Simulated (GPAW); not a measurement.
Runs of GPAW 26.7.0 on Bi2Te3 (Tellurobismuthite). Symmetry: R-3m, No. 166, trigonal system. Conventional cell: a = 4.386 Å, b = 4.386 Å, c = 30.497 Å, α = 90.00°, β = 90.00°, γ = 120.00°. Around Bi (site symmetry 3m) lie 6 Te at 3.07 to 3.25 Å. Te (site symmetry 3m) has 3 Bi at 3.07 Å as nearest neighbours. Te (site symmetry -3m) has 6 Bi at 3.25 Å as nearest neighbours. 

```csv
task,level,potentials or basis,cell,k mesh,cutoff (eV),ranks,maxiter,band path,band points,convergence,grid spacing,gap on the mesh (eV),pressure (GPa),largest force (eV/Å)
single point,PBEsol,"PAW data sets generated in the run's folder for this functional, pw",as given,7 × 7 × 7,600,4,150,-,-,-,-,0.21,-0.8,0.12
single point,PBE,"GPAW PAW data sets (gpaw-data 1.2.1), pw",as given,7 × 7 × 7,600,-,150,-,-,-,-,0.26,1.7,0.05
band structure,LDA,"the program's PAW data sets (release 1.2.1) made for this functional, pw",as given,5 × 5 × 5,600,4,150,"GLB1,BZGX,QFP1Z,LP",60,-,-,0.19,(b),0.19
band structure,PBEsol,"PAW data sets generated in the run's folder for this functional, pw",as given,5 × 5 × 5,600,4,150,"GLB1,BZGX,QFP1Z,LP",60,-,-,0.21,-0.8,0.12
band structure,r2SCAN,"GPAW PAW data sets (gpaw-data 1.2.1), pw",as given,5 × 5 × 5,600,4,150,"GLB1,BZGX,QFP1Z,LP",60,-,-,0.49,1.2,(a)
phonons,vdW-DF-cx,"GPAW PAW data sets (gpaw-data 1.2.1), lcao:dzp",atoms relaxed,5 × 5 × 5,-,-,150,-,-,density=1e-06,0.16 Å,0.38,-,-
single point,LDA,"the program's PAW data sets (release 1.2.1) made for this functional, pw",as given,6 × 6 × 6,450,-,120,-,-,default,-,0.18,-2.2,0.19
band structure,PBE,"GPAW PAW data sets (gpaw-data 1.2.1), pw",as given,5 × 5 × 5,600,4,150,"GLB1,BZGX,QFP1Z,LP",60,-,-,0.26,1.7,0.05
phonons,vdW-DF-cx,"GPAW PAW data sets (gpaw-data 1.2.1), lcao:dzp",atoms relaxed,5 × 5 × 5,-,-,150,-,-,-,0.16 Å,0.38,-,-
band structure,PBEsol,"PAW data sets generated in the run's folder for this functional, pw",as given,5 × 5 × 5,600,-,150,"GLB1,BZGX,QFP1Z,LP",60,-,-,0.21,-0.8,0.12
```

Alike in all rows: no spin polarisation; smearing fermi-dirac 0.05 eV.

Question: Fill in the values left out.

Answer: (a) 0.29; (b) -2.0.

Caveats: spin-orbit coupling is left out, which as a rule narrows the gap of such compounds by several tenths of an eV; an odd mesh through Γ misses points on the zone boundary, where band edges often lie (some runs); the PAW data sets were made with another functional, which shifts forces and pressure a little (some runs); the real-space grid adds noise to forces (some runs); the LO-TO splitting is left out (some runs); real-space grids are poor in so skewed a cell (some runs); the basis of atomic orbitals isn't converged, which shifts pressures, moduli and gaps (some runs).

A k mesh can miss the band edges, and the runs leave out spin-orbit coupling on Bi, Te.

Not every run made on this cell is shown here.
